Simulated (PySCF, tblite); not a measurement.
# C₆H₁₂O₂Si₂: geometry, infrared bands and NMR shifts

Wanted: the infrared bands and NMR shifts of C₆H₁₂O₂Si₂ (`COC[SiH2][SiH2]c1ccco1`), by calculation.

Programs: tblite 0.8.0 and PySCF 2.14.0, with density-fitted response routines of our own. Each step states its level of theory. These are calculated values for one molecule in the gas phase, unless marked as measured. Atoms are numbered from 0 throughout.

## Step 1: The starting structure

22 atoms, charge 0, multiplicity 1; geometry from: force field or distance geometry start.

Bonds of the start (Å): C0–O1 1.42, O1–C2 1.44, C2–Si3 1.87, Si3–Si4 2.29, Si4–C5 1.87, C5–C6 1.39, C6–C7 1.42, C7–C8 1.37, C8–O9 1.35, O9–C5 1.38, C0–H10 1.09, C0–H11 1.09, C0–H12 1.10, C2–H13 1.10, C2–H14 1.09, Si3–H15 1.51, Si3–H16 1.50, Si4–H17 1.49, Si4–H18 1.49, C6–H19 1.08, C7–H20 1.09, C8–H21 1.08.

## Step 2: Optimising the geometry with GFN2-xTB

Job settings and geometry (Å):

```
{"job": {"kind": "relax", "xc": "GFN2-xTB", "basis": "xTB"}, "charge": 0, "multiplicity": 1}
C      3.494000     0.780900    -0.467000
O      2.675700    -0.355600    -0.215900
C      1.823000    -0.161000     0.923300
Si     0.648600    -1.561200     1.306300
Si    -0.833900    -1.796000    -0.425400
C     -1.868400    -0.244800    -0.543300
C     -3.231500     0.006600    -0.530600
C     -3.406200     1.406500    -0.641300
C     -2.148400     1.936900    -0.726300
O     -1.219000     0.963300    -0.659700
H      4.125100     0.562700    -1.324500
H      4.114100     1.008100     0.399000
H      2.852000     1.646700    -0.701800
H      1.228500     0.750900     0.750500
H      2.438200     0.024400     1.804100
H     -0.084900    -1.278500     2.595500
H      1.408000    -2.831200     1.545600
H     -1.747200    -2.950200    -0.174200
H     -0.152100    -2.048300    -1.725700
H     -4.002700    -0.745200    -0.437000
H     -4.347700     1.954500    -0.667500
H     -1.775600     2.949900    -0.828800
```

Started as:

```console
> OMP_NUM_THREADS=1 python probes_run.py task.json out
```

The driver reads the jobs from task.json and runs them one after another.

**Question.** This job is followed by: GFN2-xTB harmonic vibrations, gas phase; GIAO PBE0/pcSseg-1 NMR shielding, non-relativistic, gas phase. Predict these results of the whole session: strongest single infrared mode (GFN2-xTB); zero-point energy (GFN2-xTB); 13C shifts against TMS (PBE0/pcSseg-1); 1H shifts against TMS (PBE0/pcSseg-1, means over atoms taken as alike); 17O shifts against H2O (PBE0/pcSseg-1); 29Si shifts against TMS (PBE0/pcSseg-1).

The runs gave:

| quantity | value |
| --- | --- |
| strongest single infrared mode (GFN2-xTB) | 640 cm⁻¹, 567 km/mol |
| zero-point energy (GFN2-xTB) | 99.8 kcal/mol |
| 13C shifts against TMS (PBE0/pcSseg-1) | 155.7, 153.7, 129.1, 116.9, 65.2, 62.8 ppm |
| 1H shifts against TMS (PBE0/pcSseg-1, means over atoms taken as alike) | 7.87, 7.03, 6.67, 4.57, 3.92, 3.67, 3.59 ppm |
| 17O shifts against H2O (PBE0/pcSseg-1) | 322.5, 15.4 ppm |
| 29Si shifts against TMS (PBE0/pcSseg-1) | -73.6, -89.5 ppm |

What this shows: The optimisation took 110 steps and gained 0.223 eV; among the close pairs (by a distance rule), C2–Si3 changed most, from 1.867 to 1.909 Å. All 60 modes are real, so the xTB geometry is a minimum. The strongest single mode, at 640 cm⁻¹, is carried by H15, H16, H17. Unscaled tight-binding wavenumbers are off by several per cent, some by more. Its intensities can rank the bands wrongly. At PBE0/pcSseg-1: The largest span, 384 ppm, is at O9, where the paramagnetic term is -384 ppm. NICS(1)zz of -28 ppm above the planar ring from C5 marks a diatropic (aromatic) ring current.
